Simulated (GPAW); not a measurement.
The system is GaB.

```
CELL_PARAMETERS angstrom
2.71824 0.00000 0.00000
0.00000 2.71824 0.00000
0.00000 0.00000 3.23621
ATOMIC_POSITIONS crystal
Ga 0.50000 0.50000 0.50000
B 0.00000 0.00000 0.00000
```

The cell was built by a generator and needn't be a form met in nature.

Base run:

| Quantity | Value |
| --- | --- |
| Program | GPAW 26.7.0 |
| Functional | PBEsol |
| Potentials or basis | PAW data sets generated in the run's folder for this functional |
| Cutoff | 800 eV |
| Basis | pw |
| k mesh | 10 × 10 × 8 |
| Occupations | fermi-dirac, width 0.05 eV |
| Spin | no spin polarisation |

Its results: band gap on the k mesh none (metal or under the smearing width); pressure -3.0 GPa.

Problem. The run is repeated on the same cell with these changes: functional from PBEsol to BLYP. What comes out?

Solution. Band gap on the k mesh none (metal or under the smearing width); pressure 8.9 GPa.

BLYP binds less tightly than PBEsol, so the same cell stands under more pressure.
